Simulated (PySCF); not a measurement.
**[Sm(SH)2]+: other functionals and bases at one geometry**

An exercise on one series of results from a longer session: the logs are not shown, and one member is left open.

Program: PySCF 2.14.0. Level of theory: several levels, as the steps say, no spin–orbit coupling. These are calculated values, not measurements.

1 further run of the same task is left out (for a known fault of the program).

**Starting geometry**

5 atoms, charge 1, spin multiplicity 1.

Bond lengths: Sm1–S2 2.523 Å, Sm1–S4 2.523 Å, S2–H3 1.359 Å, S4–H5 1.359 Å. Angles: S2–Sm1–S4 98.2°, Sm1–S2–H3 95.8°, Sm1–S4–H5 95.8°.

As a file:

```
Sm    0.0000    0.0000   -0.7856
S     1.9053   -0.0892    0.8665
H     2.8872   -0.2256   -0.0638
S    -1.9053    0.0892    0.8665
H    -2.8872    0.2256   -0.0638
```

Formal oxidation states: Sm +3. Each metal's 5 4f electrons lie in its core potential, so multiplicities, spins and levels count the valence alone. An earlier session relaxed this geometry at PBE0, Sm lcecp-1-SVP with ECP51, S def2-SVP, H def2-SVP (singlet, point group C2).

At PBE0 on the finer grid: E = -831.604448 Eh, HOMO -12.07 eV, LUMO -7.29 eV, Mulliken charge on Sm1 +1.12 e, largest force component 0.020 eV/Å. 

Levels to run: BP86; BLYP; PBE0, TZVP. Hardware: 2 threads of Arm Neoverse V2, shared host.

Set-up of the first run:

Input file run.py (the lines that set the calculation):

```python
mol = gto.M(atom='''
Sm     0.00000     0.00000    -0.78563
S      1.90531    -0.08923     0.86648
H      2.88716    -0.22560    -0.06376
S     -1.90531     0.08923     0.86648
H     -2.88716     0.22560    -0.06376''',
    basis={'Sm': 'lcecp-1-SVP', 'S': 'def2-SVP', 'H': 'def2-SVP'},
    ecp={'Sm': 'lcecp-1-SVP'},
    charge=1, spin=0)
mf = dft.RKS(mol, xc='B88,P86')
mf.grids.atom_grid = (75, 302)  # f atoms: unpruned, at least (60, 302)
mf = mf.density_fit()  # fitting sets: Sm AutoAux, S def2-universal-JKFIT, H def2-universal-JKFIT
mf.conv_tol = 1e-08; mf.max_cycle = 55
mf.kernel(dm0)  # dm0: the density of the relaxed state
```

Launch:

```sh
OMP_NUM_THREADS=2 python run.py
```

Among the steps run: BP86; BLYP; PBE0, TZVP.

One of the session's tables, all rows but one given; the rest of the session is left out.

```
              level  HOMO (eV)  gap (eV)  charge on Sm1 (e)  dipole (D)  largest force component (eV/Å)
PBE0 (relaxed here)     -12.07      4.78               1.12        7.67                            0.02
               BP86          ?         ?                  ?           ?                               ?
               BLYP     -10.77      2.80               0.96        6.73                            0.67
         PBE0, TZVP     -12.01      4.80               1.40        7.32                            0.19
```

Estimate the missing values for BP86.

**Answer.** HOMO (eV): -11.08; gap (eV): 3.16; charge on Sm1 (e): 1.00; dipole (D): 6.94; largest force component (eV/Å): 0.36. In the column «HOMO (eV)» it lies between PBE0, TZVP (-12.01) and BLYP (-10.77).

The dipole of a charged species depends on the origin, so these sizes hold for this origin alone.

In one basis the HOMO–LUMO gap runs from 2.80 eV (BLYP) to 4.78 eV (PBE0). The largest leftover force, 0.67 eV/Å with BLYP, stands at a geometry relaxed at another level. With 4f in the core, its levels are missing from HOMO and gap, and its count is fixed, so no charge can pass from the ligands into it. Total energies of different levels can't be compared.
